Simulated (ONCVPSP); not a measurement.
**Pseudopotential generation for sulfur: ONCV, PBE**

Aim: build the potential from the settings below, then test how well it stands in for the atom: other configurations, scattering, ghost states and the plane-wave cutoff that it needs.

Method: ONCVPSP 4.0.1, PBE, scalar-relativistic.

## 1. The atom and the settings

The settings as typed:

```
element                 : sulfur (S, Z = 16)
type                    : optimised norm-conserving Vanderbilt (ONCV)
frozen core             : [He]
valence charge          : 14
reference configuration : 2s2 2p6 3s2 3p4
partial waves           : 2s+3s: rc 0.85 bohr, ncon 5, nbas 8, qcut 17.9 1/bohr, 2 projectors; 2p+3p: rc 0.70 bohr, ncon 3, nbas 7, qcut 23.4 1/bohr, 2 projectors; d scattering state at 0.04 Ha: rc 0.75 bohr, ncon 4, nbas 8, qcut 11.5 1/bohr, 2 projectors, debl 1.6 Ha
local potential         : polynomial inside 0.45 bohr (lpopt 5, dvloc0 1 Ha)
core correction         : not asked for
```

## 2. Generating the potential

S.dat

```
# ATOM AND REFERENCE CONFIGURATION
# atsym  z   nc   nv     iexc    psfile
  S 16.00    1    4        4      upf
#
#   n    l    f
    1    0    2.00
    2    0    2.00
    2    1    6.00
    3    0    2.00
    3    1    4.00
#
# PSEUDOPOTENTIAL AND OPTIMIZATION
# lmax
    2
#
#   l,   rc,      ep,       ncon, nbas, qcut
    0    0.85    0.00    5    8   17.90
    1    0.70    0.00    3    7   23.40
    2    0.75    0.04    4    8   11.50
#
# LOCAL POTENTIAL
# lloc, lpopt,  rc(5),   dvloc0
    4    5    0.45    1.00
#
# VANDERBILT-KLEINMAN-BYLANDER PROJECTORs
# l, nproj, debl
    0    2    2.40
    1    2    3.20
    2    2    1.60
#
# MODEL CORE CHARGE
# icmod, fcfact, rcfact
    0    0.00    0.00
#
# LOG DERIVATIVE ANALYSIS
# epsh1, epsh2, depsh
   -9.00    5.00    0.04
#
# OUTPUT GRID
# rlmax, drl
    6.00    0.01
#
# TEST CONFIGURATIONS
# ncnf
    4
# nvcnf
#   n    l    f
    4
    2    0    2.00
    2    1    6.00
    3    0    2.00
    3    1    3.00
#
    4
    2    0    2.00
    2    1    6.00
    3    0    2.00
    3    1    2.00
#
    4
    2    0    2.00
    2    1    6.00
    3    0    2.00
    3    1    1.00
#
    4
    2    0    1.00
    2    1    6.00
    3    0    2.00
    3    1    4.00
#
```

Command:

```sh
$ oncvpsp.x < S.dat > S.out
```

What does the calculation give? Wanted: cutoffs for 1 and 0.1 mHa per electron, occupied waves; bound ghosts; GHOST(+) flags; largest test error; largest phase difference near zero energy, channels read.

As calculated:

| quantity | value |
| --- | --- |
| cutoffs for 1 and 0.1 mHa per electron, occupied waves | 188 Ha and 215 Ha |
| bound ghosts | none found |
| GHOST(+) flags | d at 7143 eV |
| largest test error (AE − PS) | -275 meV, for 2s1 2p6 3s2 3p4 |
| largest phase difference near zero energy, channels read | 0.000 rad |

**Reading.** By total energies transferability is fair for so large an energy: the largest error is 275 meV on 227.3 eV, for 2s1 2p6 3s2 3p4. That test lies far up in energy; among those under 40 eV, nearer to bonding, the largest error is 2.9 meV. It counts as very hard, with 188 Ha needed at the looser tolerance. At the looser tolerance the 2p wave is the slowest; 3p needs 159 Ha. It is free of bound ghosts as far as tested. Near zero energy the phases of the channels with partial waves agree within 0.001 rad. The program also flags highly localised states, GHOST(+) (d).
